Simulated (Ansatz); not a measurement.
Geometry optimisation, DFT LDA, scalar-relativistic, plane waves, PAW in Ansatz.

The input (input.yaml):

```yaml
crystal:
  lattice:
    - [0.0, 5.43, 5.43]
    - [5.43, 0.0, 5.43]
    - [5.43, 5.43, 0.0]
  atoms:
    - { symbol: Si, position: [0.0, 0.0, 0.0] }
    - { symbol: Si, position: [0.125, 0.125, 0.125] }
    - { symbol: Si, position: [0.0, 0.0, 0.5] }
    - { symbol: Si, position: [0.125, 0.125, 0.625] }
    - { symbol: Si, position: [0.0, 0.5, 0.0] }
    - { symbol: Si, position: [0.125, 0.625, 0.125] }
    - { symbol: Si, position: [0.0, 0.5, 0.5] }
    - { symbol: Si, position: [0.125, 0.625, 0.625] }
    - { symbol: Si, position: [0.5, 0.0, 0.0] }
    - { symbol: Si, position: [0.625, 0.125, 0.125] }
    - { symbol: Si, position: [0.5, 0.0, 0.5] }
    - { symbol: Si, position: [0.625, 0.125, 0.625] }
    - { symbol: Si, position: [0.5, 0.5, 0.0] }
    - { symbol: Si, position: [0.625, 0.625, 0.125] }
    - { symbol: Si, position: [0.5, 0.5, 0.5] }
    - { symbol: Si, position: [0.625, 0.625, 0.625] }
    - { symbol: Au, position: [0.0638583, 0.8196743, 0.3023622], spin: 1.0 }
magnetization:
  spin_polarized: true
basis:
  ecutwfc: 420.0
kpoints:
  mp_grid: { grid: [2, 2, 2] }
hamiltonian:
  xc: lda
  pseudopotentials: { kind: paw, azcp: { folder: soft_1 } }
scf:
  occupations: { method: gaussian, width: 0.05 }
  lower_state_search: "off"
relax:
  f_tol: 0.03
  max_steps: 60
  adjacent_minimum: "off"
output:
  write_density: true
  write_potential: true
  elf: true
  volumetric_format: npy
```

Command:

```bash
$ ansatz run input.yaml --threads 2 --pin off --max-ram 5120MiB --backend cpu --events-out ev --progress --plain --runs-dir out
```

**Question.** Where does it end, and by what steps?

**Answer.** The forces met the threshold. Limits of this set-up: coarse k mesh, PAW files made for another functional, a small cell, in which the defect meets its images. After 4 steps the energy has fallen by 2.039 eV; Si4 moved furthest, 0.33 Å.

```
step  energy less start (eV)  largest force component (eV/Å)  accepted
   0                  0.0000                           4.556       yes
   1                 -1.8170                           1.158       yes
   2                 -2.0281                           0.175       yes
   3                 -2.0387                           0.037       yes
   4                 -2.0392                           0.002       yes
```

```xyz
17
Lattice="0.0000 5.4300 5.4300 5.4300 0.0000 5.4300 5.4300 5.4300 0.0000" Properties=species:S:1:pos:R:3
Si -0.104 -0.135 0.106
Si 1.460 1.252 1.492
Si 2.846 2.815 0.106
Si 3.881 4.260 1.551
Si 2.905 -0.193 2.527
Si 3.940 1.252 3.972
Si 5.326 2.816 2.586
Si 6.890 4.202 3.972
Si 0.067 2.644 2.737
Si 1.288 4.051 4.144
Si 2.538 5.603 2.894
Si 4.091 6.853 4.144
Si 2.695 2.644 5.364
Si 4.248 3.894 6.614
Si 5.497 5.446 5.364
Si 6.718 6.853 6.771
Au 6.108 2.033 4.754
```

Whether the end is a true minimum wasn't checked by a vibrational analysis.

The run took 48 s on 2 threads of Arm Neoverse V1, with other jobs on the host, peak memory 0.69 GiB.
